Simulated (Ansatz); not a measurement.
# EuZrF4: the cost of one run

Method: DFT PBE, scalar-relativistic, plane waves, PAW, in Ansatz 0.2.0.

## 1. The structure to begin with

It takes space group P4/mmm (No. 123, tetragonal). The conventional cell has a = 3.772 Å, b = 3.772 Å, c = 5.335 Å, α = 90.00°, β = 90.00°, γ = 90.00°. Eu (site symmetry 4/mmm) has 8 F at 2.38 Å in its first shell of neighbours. Zr (site symmetry 4/mmm) is surrounded by 8 F at 2.24 Å. Around F (site symmetry 2mm) lie 2 Zr at 2.24 Å and 2 Eu at 2.38 Å.

Coordinates:

```
CELL_PARAMETERS angstrom
3.77222 0.00000 0.00000
0.00000 3.77222 0.00000
0.00000 0.00000 5.33468
ATOMIC_POSITIONS crystal
Eu 0.00000 0.00000 0.00000
Zr 0.50000 0.50000 0.50000
F 0.50000 0.00000 0.72658
F 0.00000 0.50000 0.27342
F 0.50000 0.00000 0.27342
F 0.00000 0.50000 0.72658
```

The cell is invented: species swapped into a database cell of NbVH4 (P4/mmm, No. 123), with Eu on the Nb sites, Zr on the V sites and F on the H sites. Lengths come from tabulated atomic sizes and are only a guess.

## 2. The guess as it stands, on a coarse mesh

input.yaml

```yaml
crystal:
  lattice:
    - [3.7722206, 0.0, 0.0]
    - [0.0, 3.7722206, 0.0]
    - [0.0, 0.0, 5.33468265]
  atoms:
    - { symbol: Eu, position: [0.0, 0.0, 0.0], spin: 7.0 }
    - { symbol: Zr, position: [0.5, 0.5, 0.5] }
    - { symbol: F, position: [0.5, 0.0, 0.72657597] }
    - { symbol: F, position: [0.0, 0.5, 0.27342403] }
    - { symbol: F, position: [0.5, 0.0, 0.27342403] }
    - { symbol: F, position: [0.0, 0.5, 0.72657597] }
basis:
  ecutwfc: 420
kpoints:
  mp_grid: { grid: [4, 4, 4] }
hamiltonian:
  xc: pbe
scf:
  occupations: { method: gaussian, width: 0.1 }
  lower_state_search: "off"
output:
  forces: true
  stress: true
  eigenvalues: true
  populations: true
magnetization:
  spin_polarized: true
```

On the command line:

```bash
ansatz run input.yaml --threads 1 --pin off --max-ram 2560MiB --backend cpu --events-out ev --progress --plain --runs-dir out
```

Q: Estimate wall time and peak memory on 1 thread of Arm Neoverse N1, shared host.

About 26 s, with a peak of 0.47 GiB.
